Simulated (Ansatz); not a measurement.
# CH5AlO2Si: one species, many methods

An exercise on one series of results from a longer session: the logs are not shown, and one member is left open.

Program: Ansatz 0.2.0, Gaussian basis. Level of theory: functionals in def2-TZVPP, the program's frozen cores in correlated methods. These are calculated values, not measurements.

The runs, in order: PBE-D4, r2SCAN-D4, PBE0-D4, B3LYP-D4, ωB97X-V, ωB97M-V, B2PLYP; CCSD(T)/def2-TZVPP; MP2/def2-QZVPP; extrapolation to the limit.

## The geometry

An earlier PBE0-D4 in a triple-zeta def2 set relaxation fixed the geometry.

SMILES `O=[C]([AlH2])O[SiH3]`, 10 atoms, charge 0, spin multiplicity 1.

Atoms are counted from 1 here; the program's logs count them from 0.

Bond lengths: O1–C2 1.209 Å, C2–Al3 2.019 Å, C2–O4 1.350 Å, Al3–H6 1.581 Å, Al3–H7 1.578 Å, O4–Si5 1.699 Å, Si5–H8 1.480 Å, Si5–H9 1.480 Å, Si5–H10 1.481 Å. Angles: O1–C2–Al3 123.4°, O1–C2–O4 120.4°, Al3–C2–O4 116.2°, C2–Al3–H6 119.9°, C2–Al3–H7 116.4°, H6–Al3–H7 123.7°, C2–O4–Si5 117.0°, O4–Si5–H8 110.9°, O4–Si5–H9 110.9°, O4–Si5–H10 102.8°, H8–Si5–H9 111.5°, H8–Si5–H10 110.3°, H9–Si5–H10 110.3°.

The first run:

in.yaml reads:

```yaml
crystal:
  periodic: [false, false, false]
  atoms:
    - {symbol: O, position_ang: [1.409150, -0.665722, 0.133389]}
    - {symbol: C, position_ang: [0.627642, 0.200280, -0.184593]}
    - {symbol: Al, position_ang: [1.180849, 1.914247, -1.097638]}
    - {symbol: O, position_ang: [-0.691517, 0.055759, 0.064782]}
    - {symbol: Si, position_ang: [-1.178086, -1.379103, 0.833277]}
    - {symbol: H, position_ang: [0.089007, 2.994214, -1.472477]}
    - {symbol: H, position_ang: [2.721239, 2.085117, -1.395070]}
    - {symbol: H, position_ang: [-0.864375, -2.558035, -0.004340]}
    - {symbol: H, position_ang: [-0.566862, -1.491044, 2.176303]}
    - {symbol: H, position_ang: [-2.644048, -1.206914, 0.949067]}
basis:
  gaussian: {orbitals: def2-TZVPP}
hamiltonian: {xc: pbe, dispersion: d4}
output: {forces: true, orbitals: {seedname: orbitals}}
```

Command:

```sh
$ ansatz run in.yaml --threads 4 --pin off --events-out ev --progress --plain --max-ram 10444MiB
```

Among the steps run: PBE-D4 (GGA); r2SCAN-D4 (meta-GGA); PBE0-D4 (hybrid); B3LYP-D4 (hybrid); ωB97X-V (range-separated); ωB97M-V (range-separated); B2PLYP (double hybrid); CCSD(T) in def2-TZVPP; MP2 in def2-QZVPP.

One of the session's tables, all rows but one given; the rest of the session is left out.

| method | atomisation energy (kcal/mol) |
| --- | --- |
| PBE-D4 | 840.1 |
| r2SCAN-D4 | 831.3 |
| PBE0-D4 | 819.5 |
| B3LYP-D4 | 826.7 |
| ωB97X-V | 834.3 |
| ωB97M-V | 831.7 |
| B2PLYP | ? |
| HF/def2-TZVPP | 586.4 |
| MP2/def2-TZVPP | 823.6 |
| CCSD/def2-TZVPP | 791.4 |
| CCSD(T)/def2-TZVPP | 806.0 |
| MP2/CBS | 847.9 |
| CCSD(T)/CBS | 830.3 |

**Question.** Estimate the row for B2PLYP.

The run gave: atomisation energy (kcal/mol): 819.2. In the column «atomisation energy (kcal/mol)» it lies between CCSD(T)/def2-TZVPP (806.0) and PBE0-D4 (819.5).

Caveats from the session: Free atoms (2 O, 1 C, 1 Al, 1 Si, 5 H) were run apart at each level; the atomisation energy is their sum less the molecule, without zero-point or spin-orbit terms.
